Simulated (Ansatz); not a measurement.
# PBE0/STO-3G run of BCl2F (dichlorofluoroborane)

Aim: the electronic atomisation energy of BCl2F (dichlorofluoroborane) at PBE0/STO-3G, from 4 runs. 

The calculation is run with Ansatz 0.2.0.

67 further runs of the same task are left out: 4 that didn't finish, 63 set aside as unsound or not needed.

### Step 1. The molecule

BCl2F: 4 atoms, total charge 0, spin state singlet. SMILES: `FB(Cl)Cl`. The shape is that of a PBE0-D4/def2-TZVP optimisation.

Bond lengths: F1–B2 1.310 Å, B2–Cl3 1.739 Å, B2–Cl4 1.739 Å. Angles: F1–B2–Cl3 119.3°, F1–B2–Cl4 119.3°, Cl3–B2–Cl4 121.5°.

### Step 2. A single-point energy at PBE0/STO-3G

job.yaml

```yaml
crystal:
  periodic: [false, false, false]
  atoms:
    - {symbol: F, position_ang: [0.114370, -1.165320, -0.781190]}
    - {symbol: B, position_ang: [0.007910, -0.080610, -0.054040]}
    - {symbol: Cl, position_ang: [-1.549540, 0.373780, 0.571420]}
    - {symbol: Cl, position_ang: [1.427260, 0.872140, 0.263810]}
basis:
  gaussian: {orbitals: STO-3G}
hamiltonian: {xc: {name: PBE0}}
accuracy: high
```

The run is started by

```
$ ansatz run job.yaml --threads 1 --pin off --max-ram 3480MiB --events-out events.jsonl --progress --plain --runs-dir runs
```

Standard output:

```text
Warning: RAYON_NUM_THREADS=1 ignored (pool sized by the plan → 1); use --threads N
Functional definition: PBE0
  name "PBE0"
  parameter a = 0.25
  parameter kappa = 0.804
  parameter beta = 0.06672455060314922
  exchange = (1 - a)*pbe_x(kappa = kappa, mu = beta*pi^2/3) + a*exact_x
  correlation = pbe_c(beta = beta)
522 factors; integrals over basis functions are off by at most 3.1e-8 eV
mean field evaluation 1: about -28109.5066 eV, gradient 2.3e1 eV
mean field evaluation 2: about -28109.4200 eV, gradient 2.7e1 eV
mean field evaluation 4: about -28111.7010 eV, gradient 7.2e-1 eV
mean field evaluation 8: about -28111.7026 eV, gradient 9.3e-4 eV
mean field evaluation 16: about -28111.7026 eV, gradient 1.8e-8 eV
mean field -28111.70262661 eV, -1033.0860167313 hartree, gradient 1.8e-8 eV, S^2 0.000000; 0 other end points of the search recorded, 0 dependent functions left out
reference -28111.70262773 eV, -1033.0860167725 hartree; 24, 24 occupied and 4, 4 virtual orbitals, 522 factors
Total energy: -28111.70262773 eV, -1033.0860167725 hartree
```

Run time: 1.6 s. Hardware: 1 thread of Arm Neoverse V1, shared host; peak memory 0.1 GiB.

### Step 3. The B atom

job.yaml

```yaml
crystal:
  periodic: [false, false, false]
  atoms:
    - {symbol: B, position_ang: [0.000000, 0.000000, 0.000000]}
basis:
  gaussian: {orbitals: STO-3G}
magnetization: {spin_polarized: true, initial_magnetization: 1}
hamiltonian: {xc: {name: PBE0}}
accuracy: high
```

The run is started by

```
$ ansatz run job.yaml --threads 1 --pin off --max-ram 3480MiB --events-out events.jsonl --progress --plain --runs-dir runs
```

Standard output (excerpt; [...] marks lines left out):

```text
Warning: RAYON_NUM_THREADS=1 ignored (pool sized by the plan → 1); use --threads N
[... 7 set-up lines as earlier in the session ...]
15 factors; integrals over basis functions are off by at most 8.9e-10 eV
mean field evaluation 1: about -659.4962 eV, gradient 2.8e-7 eV
mean field evaluation 2: about -659.4961 eV, gradient 1.8e-6 eV
mean field evaluation 4: about -659.4961 eV, gradient 1.2e-7 eV
mean field evaluation 8: about -659.4961 eV, gradient 0.0e0 eV
mean field -659.49614681 eV, -24.2360363729 hartree, gradient 0.0e0 eV, S^2 0.750000; 0 other end points of the search recorded, 0 dependent functions left out
reference -659.49614775 eV, -24.2360364074 hartree; 3, 2 occupied and 2, 3 virtual orbitals, 15 factors
Total energy: -659.49614775 eV, -24.2360364074 hartree
```

Run time: 0.2 s. Hardware: 1 thread of Arm Neoverse V1, shared host.

### Step 4. The Cl atom

molecule.yaml

```yaml
crystal:
  periodic: [false, false, false]
  atoms:
    - {symbol: Cl, position_ang: [0.000000, 0.000000, 0.000000]}
basis:
  gaussian: {orbitals: STO-3G}
magnetization: {spin_polarized: true, initial_magnetization: 1}
hamiltonian: {xc: pbe0}
accuracy: high
```

Run the same way, it converges to -454.98903 Eh (log not shown).

### Step 5. The F atom at the same level

input.yaml

```yaml
crystal:
  periodic: [false, false, false]
  atoms:
    - {symbol: F, position_ang: [0.000000, 0.000000, 0.000000]}
basis:
  gaussian:
    orbitals: STO-3G
hamiltonian:
  xc: {name: PBE0}
magnetization:
  spin_polarized: true
  initial_magnetization: 1
accuracy: high
```

Run the same way, it converges to -98.20282 Eh (log not shown).

### Step 6. What came out

Level: PBE0/STO-3G.

| quantity | value |
| --- | --- |
| molecule: total energy | -1033.08602 Eh |
| B atom: total energy | -24.23604 Eh |
| B atom: ⟨S²⟩ | 0.750 |
| Cl atom: total energy | -454.98903 Eh |
| Cl atom: ⟨S²⟩ | 0.750 |
| F atom: total energy | -98.20282 Eh |
| F atom: ⟨S²⟩ | 0.750 |
| electronic atomisation energy | 18.207 eV |

In words: Taking the molecule apart into free atoms costs 18.21 eV (1757 kJ/mol), before zero-point energy and without spin-orbit coupling. In a minimal basis such a difference can be off by several eV, whatever the method.
